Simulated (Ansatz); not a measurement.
CH4SiTe, SMILES C1[SiH2][Te]1, energies of removing a hydrogen

Program: the Ansatz DFT code, driven from Python.

Notebook, run cell by cell (the value of a cell's last expression is shown):

```python
import ansatz as az
```

```python
def energy(molecule, charge=0, unpaired=0):
    calc = molecule.calculation().basis(gaussian="def2-TZVP").functional("CAM-B3LYP")
    if charge:
        calc = calc.charge(charge)
    if unpaired:
        calc = calc.spin("collinear", total=unpaired)
    return calc.run().report["free_energy_ev"]
```

```python
def without(molecule, index):
    rest = az.Crystal.molecule()
    for i, site in enumerate(molecule.cartesian_sites):
        if i != index:
            rest = rest.atom(site.symbol, site.position_ang)
    return rest

mol = (
    az.Crystal.molecule()
    .atom("C", [-0.6162, -0.4098, -0.4656])
    .atom("Si", [0.6544, 0.5366, 0.4033])
    .atom("Te", [0.0342, -1.8924, 0.8047])
    .atom("H", [-0.3673, -0.5257, -1.5541])
    .atom("H", [-1.6828, -0.0159, -0.2437])
    .atom("H", [0.1477, 1.4906, 1.4164])
    .atom("H", [1.8913, 0.7485, -0.4068])
)
```

```python
whole = energy(mol, 0)
hydrogen = energy(az.Crystal.molecule().atom("H", (0, 0, 0)), 0, 1)
print(f"E(molecule) = {whole:.5f} eV, E(H) = {hydrogen:.5f} eV")
for index in [4, 6]:
    radical = energy(without(mol, index), 0, 1)
    print(f"H{index}: homolysis {23.060548 * (radical + hydrogen - whole):.1f} kcal/mol")
    anion = energy(without(mol, index), -1)
    print(f"H{index}: loss of a proton {23.060548 * (anion - whole):.1f} kcal/mol")
```

    E(molecule) = -16272.40769 eV, E(H) = -13.57334 eV
    H4: homolysis 101.9 kcal/mol
    H4: loss of a proton 392.4 kcal/mol
    H6: homolysis 90.6 kcal/mol
    H6: loss of a proton 360.7 kcal/mol

What to keep in mind:
- The settings weren't tested for convergence.
- The geometry is a force-field or estimated start, not a minimum of this method, and the basis set is short of its limit. All parts are taken at fixed geometry, without zero-point energy.
- def2 sets replace the cores of elements past krypton by effective core potentials.
- The spin-orbit lowering of heavy atoms is left out.
- Anions want diffuse functions, which this basis lacks.
- The whole script took 61 s on 1 thread of Arm Neoverse N1, on a shared host, peak memory 0.45 GiB.

(Lines on the test bed's own set-up are left out of the output.)
